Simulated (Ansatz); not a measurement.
**C₂H₄GaN: one species, many methods**

An exercise on one series of results from a longer session: the logs are not shown, and one member is left open.

Method: functionals in def2-TZVPP, the program's frozen cores in correlated methods; program: Ansatz 0.2.0, Gaussian basis.

Plan: LDA (SPW92), PBE-D4, revPBE-D4, BLYP-D4, r2SCAN-D4, B97M-V, PBE0-D4, B3LYP-D4, r2SCANh-D4, r2SCAN0-D4, HSE06-D4, BHLYP-D4, CAM-B3LYP-D4, LC-ωPBE, ωB97X-V, ωB97M-V, B2PLYP, PBE-QIDH; CCSD(T)/def2-SVP; CCSD(T)/def2-TZVPP; MP2/def2-QZVPP; extrapolation to the limit; RPA on PBE.

**Structure used throughout**

The geometry comes from an earlier relaxation with PBE0-D4 in a triple-zeta def2 set; it is a stationary point, not always the lowest conformer.

8 atoms, charge 0, spin multiplicity 1.

Atoms are counted from 1 here; the program's logs count them from 0.

Bond lengths: Ga1–C2 1.951 Å, Ga1–H5 1.560 Å, Ga1–H6 1.560 Å, C2–N3 1.257 Å, C2–C4 1.475 Å, N3–C4 1.494 Å, C4–H7 1.086 Å, C4–H8 1.086 Å. Angles: C2–Ga1–H5 117.7°, C2–Ga1–H6 117.7°, H5–Ga1–H6 124.4°, Ga1–C2–N3 146.5°, Ga1–C2–C4 147.8°, N3–C2–C4 65.7°, C2–N3–C4 64.2°, C2–C4–N3 50.1°, C2–C4–H7 120.0°, C2–C4–H8 120.0°, N3–C4–H7 117.0°, N3–C4–H8 117.0°, H7–C4–H8 116.0°.

The first run:

in.yaml

```yaml
crystal:
  periodic: [false, false, false]
  atoms:
    - {symbol: Ga, position_ang: [-0.841841, 1.531505, -0.197608]}
    - {symbol: C, position_ang: [0.342244, 0.035454, 0.207982]}
    - {symbol: N, position_ang: [1.407308, -0.338031, 0.761668]}
    - {symbol: C, position_ang: [0.614285, -1.409534, 0.087518]}
    - {symbol: H, position_ang: [-0.626460, 2.281471, -1.548706]}
    - {symbol: H, position_ang: [-2.004684, 1.827155, 0.799458]}
    - {symbol: H, position_ang: [1.015126, -1.811974, -0.838622]}
    - {symbol: H, position_ang: [0.094012, -2.116036, 0.728301]}
basis:
  gaussian: {orbitals: def2-TZVPP}
hamiltonian: {xc: lda}
output: {orbitals: {seedname: orbitals}}
```

Run with:

```console
$ ansatz run in.yaml --threads 2 --pin off --events-out ev --progress --plain --max-ram 4352MiB
```

Steps of the session up to this table: LDA; PBE-D4 (GGA); revPBE-D4 (GGA); BLYP-D4 (GGA); r2SCAN-D4 (meta-GGA); B97M-V (meta-GGA); B3LYP-D4 (hybrid); r2SCANh-D4 (hybrid); r2SCAN0-D4 (hybrid); HSE06-D4 (hybrid); BHLYP-D4 (hybrid); CAM-B3LYP-D4 (range-separated); LC-ωPBE (range-separated); ωB97X-V (range-separated); ωB97M-V (range-separated); B2PLYP (double hybrid); PBE-QIDH (double hybrid).

One of the session's tables, all rows but one given; the rest of the session is left out.

It belongs to the step «Frontier levels by functional». 

```
  functional  HOMO (eV)  LUMO (eV)  gap (eV)
 LDA (SPW92)      -6.21      -3.14      3.07
      PBE-D4      -6.04      -2.86      3.17
   revPBE-D4          ?          ?         ?
     BLYP-D4      -5.90      -2.83      3.07
   r2SCAN-D4      -6.24      -2.59      3.65
      B97M-V      -6.34      -2.82      3.52
     PBE0-D4      -7.25      -2.07      5.17
    B3LYP-D4      -7.03      -2.37      4.66
  r2SCANh-D4      -6.70      -2.32      4.38
  r2SCAN0-D4      -7.39      -1.91      5.48
    HSE06-D4      -6.85      -2.44      4.41
    BHLYP-D4      -8.36      -1.37      6.99
CAM-B3LYP-D4      -8.59      -1.22      7.37
     LC-ωPBE      -9.94       0.01      9.95
     ωB97X-V      -9.57      -0.15      9.42
     ωB97M-V      -9.47      -0.40      9.07
```

**Question.** Estimate the row for revPBE-D4.

As computed: HOMO (eV): -5.97; LUMO (eV): -2.74; gap (eV): 3.23. In the column «HOMO (eV)» it lies between PBE-D4 (-6.04) and BLYP-D4 (-5.90).
